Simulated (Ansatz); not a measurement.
# I: the cost of one run

All numbers below are computed with Ansatz 0.2.0 (DFT LDA, plane waves, PAW, scalar-relativistic, no spin polarisation).

### 1 The structure to begin with

The cell holds 15 atoms (I15): a = 8.697 Å, b = 9.783 Å, c = 8.697 Å, α = 90.00°, β = 113.24°, γ = 90.00°.

The empty site lies at (0.00, 1.15, 5.49) Å, and I3 starts at (0.02, -1.10, 4.06) Å. All atoms were shaken by about 0.02 Å to break the symmetry.

Structure file:

```
I
1.0
    -7.26241    0.00000    4.78499
     0.00000   -9.78311    0.00000
     7.26241    0.00000    4.78499
I
15
Direct
  0.07381 0.87963 0.08027
  0.32681 0.61493 0.32362
  0.42239 0.11208 0.42546
  0.17291 0.38535 0.17619
  0.07650 0.88359 0.57389
  0.32273 0.61275 0.82311
  0.42608 0.11282 0.92783
  0.17467 0.38347 0.67600
  0.57654 0.88366 0.07359
  0.82551 0.61533 0.32636
  0.92418 0.11320 0.42780
  0.67525 0.38465 0.17488
  0.82127 0.61772 0.82627
  0.92432 0.11881 0.92738
  0.67388 0.38866 0.67772
```

### 2 The band

crystal.atoms is the first end and neb.final_atoms the second, which differs in I3 alone.

Contents of input.yaml:

```yaml
crystal:
  lattice:
    - [-7.26241432, 0.0, 4.7849893]
    - [0.0, -9.78311364, 0.0]
    - [7.26241432, 0.0, 4.7849893]
  atoms:
    - { symbol: I, position: [0.07380628, 0.87962933, 0.08026961] }
    - { symbol: I, position: [0.32681184, 0.61493158, 0.32362418] }
    - { symbol: I, position: [0.42238855, 0.11208264, 0.42546173] }
    - { symbol: I, position: [0.17291274, 0.3853469, 0.17618807] }
    - { symbol: I, position: [0.07649996, 0.88358955, 0.57388736] }
    - { symbol: I, position: [0.32272717, 0.61275009, 0.82311324] }
    - { symbol: I, position: [0.42608452, 0.11281753, 0.92782578] }
    - { symbol: I, position: [0.17467352, 0.38346856, 0.67600242] }
    - { symbol: I, position: [0.57654251, 0.88366213, 0.07358647] }
    - { symbol: I, position: [0.8255106, 0.6153252, 0.326362] }
    - { symbol: I, position: [0.92418118, 0.11320043, 0.42780478] }
    - { symbol: I, position: [0.6752501, 0.38464722, 0.17487817] }
    - { symbol: I, position: [0.82126915, 0.61771674, 0.82626982] }
    - { symbol: I, position: [0.92432352, 0.11881113, 0.92738132] }
    - { symbol: I, position: [0.67388046, 0.38865994, 0.67771677] }
kpoints:
  mp_grid: { grid: [2, 2, 2] }
magnetization:
  spin_polarized: false
scf:
  occupations: { method: gaussian, width: 0.1 }
hamiltonian:
  pseudopotentials: { kind: paw }
  xc: lda
basis:
  ecutwfc: 420
neb:
  images: 3
  relax_end_points: true
  climbing: true
  f_tol: 0.05
  max_iterations: 40
  order_check: false
  final_atoms:
    - { symbol: I, position: [0.07380628, 0.87962933, 0.08026961] }
    - { symbol: I, position: [0.32681184, 0.61493158, 0.32362418] }
    - { symbol: I, position: [0.57391765, -0.11805941, 0.57434068] }
    - { symbol: I, position: [0.17291274, 0.3853469, 0.17618807] }
    - { symbol: I, position: [0.07649996, 0.88358955, 0.57388736] }
    - { symbol: I, position: [0.32272717, 0.61275009, 0.82311324] }
    - { symbol: I, position: [0.42608452, 0.11281753, 0.92782578] }
    - { symbol: I, position: [0.17467352, 0.38346856, 0.67600242] }
    - { symbol: I, position: [0.57654251, 0.88366213, 0.07358647] }
    - { symbol: I, position: [0.8255106, 0.6153252, 0.326362] }
    - { symbol: I, position: [0.92418118, 0.11320043, 0.42780478] }
    - { symbol: I, position: [0.6752501, 0.38464722, 0.17487817] }
    - { symbol: I, position: [0.82126915, 0.61771674, 0.82626982] }
    - { symbol: I, position: [0.92432352, 0.11881113, 0.92738132] }
    - { symbol: I, position: [0.67388046, 0.38865994, 0.67771677] }
```

Run with:

```console
> ansatz run input.yaml --threads 4 --pin off --max-ram 8192MiB --backend cpu --events-out ev --progress --plain --runs-dir out
```

**Question.** How long does this run take on 4 threads of Arm Neoverse V2, shared host, and how much memory does it need?

About 12 min, with a peak of 3.5 GiB.
